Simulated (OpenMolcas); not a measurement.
# SnSe (SMILES [Se][Sn]): SCAN/def2-SVPD (core potential)

Aim: the vertical ionisation energy of SnSe at SCAN/def2-SVPD (core potential), from 2 runs. 

Program for the calculation: OpenMolcas 26.06.

11 further runs of the same task are left out: 11 set aside as unsound or not needed.

## (1) The system as given

The species is SnSe (2 atoms), meant as a singlet with charge 0. As SMILES, `[Se][Sn]`. The coordinates come from a PBE0-D4/def2-TZVP relaxation.

Bond lengths: Se1–Sn2 2.325 Å.

## (2) Energy and forces at SCAN/def2-SVPD (core potential)

job.input

```
>>> EXPORT MOLCAS_PRINT=2

&GATEWAY
 BasLib
 $CurrDir
 Coord
 2
 bohr
 Se     0.00000000     0.00000000     0.01233991
 Sn     0.00000000     0.00000000     4.40648227
 Basis
 def2-SVPD
 Group
 NoSym

&SEWARD

&SCF
 KSDFT
 2
 1.0 MGGA_X_SCAN
 1.0 MGGA_C_SCAN
 Thresholds
 1e-06 0.001 0.001 0.01
 PrOrbitals
 0

&ALASKA
```

The basis set def2-SVPD is read from a file made from the Basis Set Exchange's data (not shown).

Launch:

```
$ export MOLCAS_MEM=1860
$ pymolcas job.input > job.log
```

What it wrote:

```text
--- Start Module: gateway ---
[...]
--- Stop Module: gateway /rc=_RC_ALL_IS_WELL_ ---
[...]
      Basis functions           73
[...]
--- Start Module: scf ---
[...]
       Convergence after  12 Iterations
[...]
::    Total KS-DFT energy                           -2615.8831235947
[...]
      Total spin, S                                     0.0000000000
[...]
      Total electronic charge=   56.000000
      Total            charge=   -0.000000
[...]
      Dipole Moment (debye):
      Origin of the operator (angstrom)=    0.0000    0.0000    1.4018
                   X= -8.6933E-15               Y= -5.6271E-15               Z=  2.8774E+00           Total=  2.8774E+00
      Quadrupole Moment (debye*angstrom):
[...]
--- Stop Module: scf /rc=_RC_ALL_IS_WELL_ ---
[...]
--- Start Module: alaska ---
[...]
 *              Molecular gradients               *
 **************************************************
  Irreducible representation: a
 ------------------------------------------------------------------------------------------
                              X                       Y                       Z
 ------------------------------------------------------------------------------------------
  SE1               2.26915898846737E-15   -1.00845955503461E-16    8.16795779018520E-03
  SN2              -2.26831873178369E-15    1.02146994801734E-16   -8.16795779012836E-03
 ------------------------------------------------------------------------------------------
--- Stop Module: alaska /rc=_RC_ALL_IS_WELL_ ---
[...]
```

Run time: 6.6 s. Hardware: 1 thread of Arm Neoverse V2, shared host; peak memory 0.42 GiB.

## (3) The doublet cation

job.input

```
&GATEWAY
 BasLib=$CurrDir
 Coord
 2
 bohr
 Se     0.00000000     0.00000000     0.01233991
 Sn     0.00000000     0.00000000     4.40648227
 Basis=def2-SVPD
 Group=NoSym

&SEWARD

&SCF
 UHF
 Charge=1
 Spin=2
 KSDFT=2
 1.0 MGGA_X_SCAN
 1.0 MGGA_C_SCAN
 Thresholds=1e-06 0.001 0.001 0.01
 PrOrbitals=0

&ALASKA
```

The basis set def2-SVPD is read from a file made from the Basis Set Exchange's data (not shown).

Launch:

```
$ export MOLCAS_MEM=1860
$ pymolcas job.input > job.log
```

What it wrote:

```text
--- Start Module: gateway ---
[...]
--- Stop Module: gateway /rc=_RC_ALL_IS_WELL_ ---
[...]
      Basis functions           73
[...]
--- Start Module: scf ---
[...]
       Convergence after  21 Iterations
[...]
::    Total KS-DFT energy                           -2615.5433094087
[...]
      Total spin, S                                     0.5026911443
[...]
      Total electronic charge=   55.000000
      Total            charge=    1.000000
[...]
      Dipole Moment (debye):
      Origin of the operator (angstrom)=    0.0000    0.0000    1.4018
                   X= -1.1577E-15               Y=  2.5271E-15               Z=  1.6937E+00           Total=  1.6937E+00
      Center of Charge (angstrom)
[...]
--- Stop Module: scf /rc=_RC_ALL_IS_WELL_ ---
[...]
--- Start Module: alaska ---
[...]
 *              Molecular gradients               *
 **************************************************
  Irreducible representation: a
 ------------------------------------------------------------------------------------------
                              X                       Y                       Z
 ------------------------------------------------------------------------------------------
  SE1               1.91261281181646E-15    1.25067004290470E-15    1.31116664067086E-01
  SN2              -1.91242349995275E-15   -1.25576579311539E-15   -1.31116664067072E-01
 ------------------------------------------------------------------------------------------
--- Stop Module: alaska /rc=_RC_ALL_IS_WELL_ ---
[...]
```

Wall time 11 s (1 thread of Arm Neoverse V2, shared host); peak memory 0.42 GiB.

## (4) Summary of results

Level: SCAN/def2-SVPD (core potential).

| quantity | value |
| --- | --- |
| singlet SnSe: total energy | -2615.88312 Eh |
| singlet SnSe: dipole moment | 2.88 D |
| singlet SnSe: HOMO energy | -6.45 eV |
| singlet SnSe: LUMO energy | -3.23 eV |
| singlet SnSe: HOMO–LUMO gap | 3.23 eV |
| singlet SnSe: largest force on an atom | 0.420 eV/Å |
| doublet cation: total energy | -2615.54331 Eh |
| doublet cation: HOMO energy (highest over α and β) | -12.69 eV |
| doublet cation: LUMO energy (lowest over α and β) | -12.06 eV |
| doublet cation: ⟨S²⟩ | 0.755 |
| vertical ionisation energy (to the doublet cation) | 9.247 eV |

What this shows: This program's gradients are faulty for this kind of reference, so any forces in the log (doublet cation) can't be trusted; the energy can. Removing an electron at fixed nuclei costs 9.25 eV (892 kJ/mol). The largest force (singlet SnSe) is 0.42 eV/Å: the shape isn't a stationary point for this species at this level. The negative HOMO energy of the first species, 6.45 eV, lies 2.80 eV below that difference.
